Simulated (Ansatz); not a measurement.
NiMoIrPdW:

```xyz
5
Lattice="2.3446 -1.4314 0.0091 2.3446 1.4314 0.0091 -2.2060 0.0000 10.9237" Properties=species:S:1:pos:R:3 pbc="T T T"
Ni    1.6857    0.0000    3.2343
Mo   -0.5221    0.0000    9.9690
Pd    0.0775    0.0000    5.3638
Ir    3.2778    0.0000    1.1936
W     1.6891    0.0000    7.5942
```

The cell was built by a generator and needn't be a form met in nature.

Base run:

```yaml
Program: Ansatz 0.2.0
Functional: PBE
Potentials_or_basis: Ansatz PAW
Cutoff: 420 eV
Density_cutoff: 1680 eV
k_mesh: 11 × 11 × 3
Occupations: fermi-dirac, width 0.05 eV
Spin: collinear spin, ferromagnetic start
Starting_moments: "[1.0, 1.0, 0.0, 0.6, 0.0] μB"
Hubbard_terms: Ir d U = 8 eV, Mo d U = 8 eV, Ni d U = 8 eV, Pd d U = 8 eV, W d U = 8 eV
```

Its results: band gap on the k mesh none (metal or under the smearing width); pressure 57.6 GPa; net moment 0.30 μB per cell; largest force 2.402 eV/Å.

Problem. After a change of settings the same cell gave: band gap on the k mesh none (metal or under the smearing width); pressure 0.4 GPa; net moment 0.00 μB per cell; largest force 0.263 eV/Å. Which change was it?
A. hubbard terms from Ir d U = 8 eV, Mo d U = 8 eV, Ni d U = 8 eV, Pd d U = 8 eV, W d U = 8 eV to Ir d U = 2 eV, Mo d U = 2 eV, Ni d U = 2 eV, Pd d U = 2 eV, W d U = 2 eV
B. functional from PBE to BLYP; hubbard terms from Ir d U = 8 eV, Mo d U = 8 eV, Ni d U = 8 eV, Pd d U = 8 eV, W d U = 8 eV to none; hubbard projectors from ortho-atomic (the default) to none
C. functional from PBE to PBEsol; hubbard terms from Ir d U = 8 eV, Mo d U = 8 eV, Ni d U = 8 eV, Pd d U = 8 eV, W d U = 8 eV to none; hubbard projectors from ortho-atomic (the default) to none
D. functional from PBE to revPBE; hubbard terms from Ir d U = 8 eV, Mo d U = 8 eV, Ni d U = 8 eV, Pd d U = 8 eV, W d U = 8 eV to none; hubbard projectors from ortho-atomic (the default) to none

Solution. A.

Caveats: the magnetic or orbital state may not be the lowest; the U is typed as a test and isn't derived for this compound; the density of states is complete only up to the lowest level of the last band computed; a pressure of tens of GPa on the cell as given is suspect, and the run, the potentials or the cell itself is likely at fault (some runs); forces of over 1 eV/Å show positions far from the minimum, so gaps and moduli don't describe the material at rest (some runs).

Not every run made on this cell is shown here.
